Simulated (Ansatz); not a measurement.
# C₃HF₅: how energies converge with the basis set

One table from this session's results is given with a row withheld; the runs are named, their logs left out.

The runs use Ansatz 0.2.0, Gaussian basis; one geometry, several basis sets.

Plan: PBE0-D4/def2-SVP; ωB97M-V/def2-SVP; PBE0-D4/def2-QZVPP; ωB97M-V/def2-QZVPP; the functionals' def2-TZVPP values are taken from earlier runs.

**The geometry**

An earlier PBE0-D4 in a triple-zeta def2 set relaxation fixed the geometry.

SMILES `FC(F)=C(F)C(F)F`, 9 atoms, charge 0, spin multiplicity 1.

Atoms are counted from 1 here; the program's logs count them from 0.

Bond lengths: F1–C2 1.310 Å, C2–F3 1.302 Å, C2–C4 1.325 Å, C4–F5 1.330 Å, C4–C6 1.485 Å, C6–F7 1.355 Å, C6–F8 1.355 Å, C6–H9 1.093 Å. Angles: F1–C2–F3 112.0°, F1–C2–C4 123.7°, F3–C2–C4 124.3°, C2–C4–F5 119.7°, C2–C4–C6 123.9°, F5–C4–C6 116.3°, C4–C6–F7 110.2°, C4–C6–F8 110.2°, C4–C6–H9 111.7°, F7–C6–F8 106.9°, F7–C6–H9 108.9°, F8–C6–H9 108.9°.

Set-up of the first run:

in.yaml

```yaml
crystal:
  periodic: [false, false, false]
  atoms:
    - {symbol: F, position_ang: [-0.703176, -1.903788, -0.455190]}
    - {symbol: C, position_ang: [-0.628615, -0.713268, -0.996424]}
    - {symbol: F, position_ang: [-1.157646, -0.684071, -2.186002]}
    - {symbol: C, position_ang: [-0.078242, 0.333064, -0.397742]}
    - {symbol: F, position_ang: [-0.045086, 1.507083, -1.020908]}
    - {symbol: C, position_ang: [0.522786, 0.290470, 0.959336]}
    - {symbol: F, position_ang: [1.825973, 0.657536, 0.904846]}
    - {symbol: F, position_ang: [-0.101947, 1.173959, 1.774905]}
    - {symbol: H, position_ang: [0.454451, -0.707184, 1.400078]}
basis:
  gaussian: {orbitals: def2-SVP}
hamiltonian: {xc: pbe0, dispersion: d4}
output: {orbitals: {seedname: orbitals}}
```

Command:

```
$ ansatz run in.yaml --threads 4 --pin off --events-out ev --progress --plain --max-ram 11315MiB
```

Among the steps run: PBE0-D4 in def2-SVP; ωB97M-V in def2-SVP; PBE0-D4 in def2-QZVPP; ωB97M-V in def2-QZVPP.

One of the session's tables, all rows but one given; the rest of the session is left out.

It belongs to the step «Density functionals: the series». 

| functional | basis | HOMO (eV) | LUMO (eV) |
| --- | --- | --- | --- |
| PBE0-D4 | def2-SVP | -8.00 | -0.20 |
| PBE0-D4 | def2-TZVPP | -8.12 | -0.31 |
| PBE0-D4 | def2-QZVPP | -8.17 | -0.38 |
| ωB97M-V | def2-SVP | -10.23 | 2.12 |
| ωB97M-V | def2-TZVPP | ? | ? |
| ωB97M-V | def2-QZVPP | -10.45 | 1.87 |

**Question.** Estimate the row for ωB97M-V, def2-TZVPP.

As computed: HOMO (eV): -10.39; LUMO (eV): 1.96. In the column «HOMO (eV)» it lies between ωB97M-V, def2-QZVPP (-10.45) and ωB97M-V, def2-SVP (-10.23).
